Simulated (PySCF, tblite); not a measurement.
**C4H12B2O2Si: geometry, infrared bands and NMR shifts**

Wanted: the infrared bands and NMR shifts of C4H12B2O2Si (`CB([SiH3])/C(C)=C/B(O)O`), by calculation.

The runs use tblite 0.8.0 and PySCF 2.14.0, with density-fitted response routines of our own; the level of theory stands in each step. All values are computed, except where a source is named. Atoms count from 0, in the outputs and in this text.

## (1) Starting geometry

21 atoms, charge 0, multiplicity 1; geometry from: force field or distance geometry start.

Bonds of the start (Å): C0–B1 1.59, B1–Si2 1.92, B1–C3 1.56, C3–C4 1.50, C3–C5 1.33, C5–B6 1.56, B6–O7 1.47, B6–O8 1.46, C0–H9 1.13, C0–H10 1.12, C0–H11 1.10, Si2–H12 1.50, Si2–H13 1.49, Si2–H14 1.48, C4–H15 1.12, C4–H16 1.11, C4–H17 1.11, C5–H18 1.10, O7–H19 0.99, O8–H20 1.00.

## (2) Geometry optimisation with GFN2-xTB

What the job is given:

```
{"job": {"kind": "relax", "xc": "GFN2-xTB", "basis": "xTB"}, "charge": 0, "multiplicity": 1}
C     -2.380200    -1.166200     0.436600
B     -1.381100     0.049400     0.239400
Si    -2.121100     1.742100    -0.281600
C      0.132300    -0.313600     0.112300
C      0.580600    -1.740500     0.148100
C      1.017400     0.670900    -0.010700
B      2.539400     0.376200    -0.143700
O      3.273000    -0.434500     0.845200
O      3.347300     1.008000    -1.183700
H     -2.167400    -1.555700     1.477100
H     -3.444600    -0.827100     0.359300
H     -2.141400    -1.971500    -0.266600
H     -3.473300     1.923600     0.332300
H     -2.311900     1.849500    -1.752500
H     -1.266100     2.861200     0.185400
H      1.407400    -1.918500     0.876600
H     -0.256800    -2.392100     0.481800
H      0.907300    -2.023000    -0.870200
H      0.670600     1.717900    -0.014600
H      3.806200     0.161100     1.426600
H      3.253500     2.000000    -1.088200
```

On the command line:

```bash
$ OMP_NUM_THREADS=1 python probes_run.py task.json out
```

The driver reads the jobs from task.json and runs them one after another.

**Question.** This job is followed by: GFN2-xTB harmonic vibrations, gas phase; GIAO PBE0/pcSseg-1 NMR shielding, non-relativistic, gas phase. Predict these results of the whole session: strongest single infrared mode (GFN2-xTB); zero-point energy (GFN2-xTB); 13C shifts against TMS (PBE0/pcSseg-1); 1H shifts against TMS (PBE0/pcSseg-1, means over atoms taken as alike); 11B shifts against BF3·OEt2 (PBE0/pcSseg-1); 29Si shifts against TMS (PBE0/pcSseg-1); 17O shifts against H2O (PBE0/pcSseg-1, means over atoms taken as alike).

The runs gave:

```
                                                               quantity                             value
                              strongest single infrared mode (GFN2-xTB)             1220 cm⁻¹, 549 km/mol
                                           zero-point energy (GFN2-xTB)                     97.7 kcal/mol
                                 13C shifts against TMS (PBE0/pcSseg-1)      188.3, 142.5, 20.2, 19.8 ppm
 1H shifts against TMS (PBE0/pcSseg-1, means over atoms taken as alike)  5.75, 4.23, 3.57, 2.55, 1.39 ppm
                            11B shifts against BF3·OEt2 (PBE0/pcSseg-1)                    98.4, 25.1 ppm
                                29Si shifts against TMS (PBE0/pcSseg-1)                        -114.2 ppm
17O shifts against H2O (PBE0/pcSseg-1, means over atoms taken as alike)                         123.8 ppm
```

In words: Over 225 steps the energy fell by 1.626 eV; of the close pairs, B6–O7 changed most, 1.474 to 1.355 Å. All 57 modes are real, so the xTB geometry is a minimum. The strongest single mode, at 1220 cm⁻¹, is carried by B6, C3, O8. Unscaled tight-binding wavenumbers are off by several per cent, some by more. Its intensities can rank the bands wrongly. H18 (hydrogen on an alkene CH) lies farthest downfield among hydrogen, at 5.75 ppm; attached to an sp2 carbon and in the plane of the double bond. At PBE0/pcSseg-1: The widest tensor belongs to C3: span 282 ppm, with a paramagnetic part of -262 ppm.
